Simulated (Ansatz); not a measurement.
# CH₆ClFSi₂: small, medium and large basis sets

The task here is to estimate one member of a computed series from the others.

Method: one geometry, several basis sets; program: Ansatz 0.2.0, Gaussian basis.

Plan: PBE0-D4/def2-SVP; ωB97M-V/def2-SVP; PBE0-D4/def2-QZVPP; ωB97M-V/def2-QZVPP; the functionals' def2-TZVPP values are taken from earlier runs.

## The geometry

All runs share one geometry, relaxed beforehand with PBE0-D4 in a triple-zeta def2 set.

SMILES `F[SiH2]C[SiH2]Cl`, 11 atoms, charge 0, spin multiplicity 1.

Atoms are counted from 1 here; the program's logs count them from 0.

Bond lengths: F1–Si2 1.602 Å, Si2–C3 1.857 Å, Si2–H6 1.483 Å, Si2–H7 1.483 Å, C3–Si4 1.860 Å, C3–H8 1.096 Å, C3–H9 1.096 Å, Si4–Cl5 2.058 Å, Si4–H10 1.482 Å, Si4–H11 1.482 Å. Angles: F1–Si2–C3 109.1°, F1–Si2–H6 107.5°, F1–Si2–H7 107.5°, C3–Si2–H6 111.2°, C3–Si2–H7 111.1°, H6–Si2–H7 110.3°, Si2–C3–Si4 116.0°, Si2–C3–H8 108.5°, Si2–C3–H9 108.5°, Si4–C3–H8 108.0°, Si4–C3–H9 108.1°, H8–C3–H9 107.4°, C3–Si4–Cl5 109.7°, C3–Si4–H10 111.1°, C3–Si4–H11 111.1°, Cl5–Si4–H10 107.4°, Cl5–Si4–H11 107.4°, H10–Si4–H11 109.9°.

As a file:

```
F    -2.79041   -0.88964    0.26457
Si   -1.44606   -0.53557   -0.53069
C    -0.15359    0.02135    0.68074
Si    1.50019    0.47353   -0.04041
Cl    2.77685    1.05873    1.46411
H    -1.77073    0.53985   -1.49905
H    -1.01555   -1.76098   -1.24677
H     0.00317   -0.77839    1.41355
H    -0.53759    0.89265    1.22336
H     1.37868    1.60834   -0.98606
H     2.12034   -0.68688   -0.72276
```

Set-up of the first run:

in.yaml

```yaml
crystal:
  periodic: [false, false, false]
  atoms:
    - {symbol: F, position_ang: [-2.790409, -0.889636, 0.264569]}
    - {symbol: Si, position_ang: [-1.446065, -0.535567, -0.530686]}
    - {symbol: C, position_ang: [-0.153592, 0.021346, 0.680737]}
    - {symbol: Si, position_ang: [1.500193, 0.473533, -0.040408]}
    - {symbol: Cl, position_ang: [2.776852, 1.058731, 1.464110]}
    - {symbol: H, position_ang: [-1.770733, 0.539855, -1.499048]}
    - {symbol: H, position_ang: [-1.015554, -1.760982, -1.246767]}
    - {symbol: H, position_ang: [0.003174, -0.778389, 1.413552]}
    - {symbol: H, position_ang: [-0.537587, 0.892653, 1.223357]}
    - {symbol: H, position_ang: [1.378683, 1.608335, -0.986057]}
    - {symbol: H, position_ang: [2.120338, -0.686879, -0.722760]}
basis:
  gaussian: {orbitals: def2-SVP}
hamiltonian: {xc: pbe0, dispersion: d4}
output: {orbitals: {seedname: orbitals}}
```

Command:

```console
$ ansatz run in.yaml --threads 4 --pin off --events-out ev --progress --plain --max-ram 10444MiB
```

Steps of the session up to this table: PBE0-D4 in def2-SVP; ωB97M-V in def2-SVP; PBE0-D4 in def2-QZVPP; ωB97M-V in def2-QZVPP.

One table of the session follows, with a row left open; its other results are not shown here.

```
functional       basis  HOMO (eV)
   PBE0-D4    def2-SVP      -8.78
   PBE0-D4  def2-TZVPP      -8.89
   PBE0-D4  def2-QZVPP      -8.92
   ωB97M-V    def2-SVP     -10.95
   ωB97M-V  def2-TZVPP     -11.10
   ωB97M-V  def2-QZVPP          ?
```

Q: Estimate the row for ωB97M-V, def2-QZVPP from the others.

The run gave: HOMO (eV): -11.13. In the column «HOMO (eV)» it is the lowest.
